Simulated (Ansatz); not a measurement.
LaTiO₃, space group Pm-3m: an equation of state with a fit, run with Ansatz's Python interface.

`latio3_eos.py`
```python
import ansatz as az
import numpy as np

VECTORS = np.array([
    [3.92, 0.0, 0.0],
    [0.0, 3.92, 0.0],
    [0.0, 0.0, 3.92],
])
SITES = [
    ("La", (0.0, 0.0, 0.0)),
    ("Ti", (0.5, 0.5, 0.5)),
    ("O", (0.5, 0.5, 0.0)),
    ("O", (0.0, 0.5, 0.5)),
    ("O", (0.5, 0.0, 0.5)),
]


def crystal_on(cell):
    crystal = az.Crystal(lattice=az.Lattice.of(cell))
    for symbol, position in SITES:
        crystal = crystal.atom(symbol, position)
    return crystal

volumes, energies, pressures = [], [], []
for scale in np.linspace(0.88, 1.12, 7):
    cell = VECTORS * scale ** (1 / 3)
    base = crystal_on(cell).calculation()
    base = base.functional("pbesol")
    base = base.basis(550)
    base = base.occupations("Fermi-Dirac")
    base = base.kpoints(6, 6, 6).stress()
    report = base.run(threads=1).report
    volumes.append(abs(np.linalg.det(cell)) / len(SITES))
    energies.append(report["free_energy_ev"] / len(SITES))
    pressures.append(np.trace(report["stress_gpa"]) / 3)
    print(f"V = {volumes[-1]:8.4f} A^3/atom  F = {energies[-1]:.5f} eV/atom  P = {pressures[-1]:8.3f} GPa")

x = np.array(volumes) ** (-2 / 3)
poly = np.polynomial.Polynomial.fit(x, energies, 3).convert()
roots = poly.deriv().roots()
x0 = min((r.real for r in roots if abs(r.imag) < 1e-9 and poly.deriv(2)(r.real) > 0), key=lambda r: abs(r - x.mean()))
v0 = x0 ** -1.5
b0 = 4 / 9 * poly.deriv(2)(x0) * v0 ** (-7 / 3) * 160.21766
b1 = 4 + 2 / 3 * x0 * poly.deriv(3)(x0) / poly.deriv(2)(x0)
print(f"V0 = {v0:.4f} A^3/atom, B0 = {b0:.1f} GPa, dB/dP = {b1:.2f}")
```

From its runs, with one value withheld:

| V (Å³/atom) | F less the lowest row shown (meV/atom) |
| --- | --- |
| 10.602 | ? |
| 11.083 | 41.58 |
| 11.565 | 6.41 |
| 12.047 | 0.00 |
| 12.529 | 16.65 |
| 13.011 | 51.86 |
| 13.493 | 101.92 |

What is the missing energy at 10.602 Å³ an atom?

A third-order Birch-Murnaghan fit, E = E0 + (9 V0 B0 / 16) [(t - 1)³ B' + (t - 1)² (6 - 4t)] with t = (V0/V)^(2/3), through the 6 rows shown gives V0 = 11.925 Å³, B0 = 199.8 GPa, B' = 4.44 and E0 = -0.76 meV. At V = 10.602 Å³, t = 1.08161, and the fit extrapolates to 112.69 meV. The run gave 112.60 meV, a miss of 0.09 meV.

What to keep in mind:
- The cell holds an odd number of electrons and is run without spin, so a magnetic state may lie lower.
- The mesh is modest for a metal, so energies can be off by several to tens of meV an atom and pressures by half a GPa or more; differences at equal mesh fare better.
- Pressure is positive in compression.
- The starting cell is as deposited in a crystallographic database; the results hold for this polymorph, which needn't be the stable one.
- It ran for 24 s on 1 thread of Arm Neoverse V1 (shared host), peak memory 0.46 GiB.
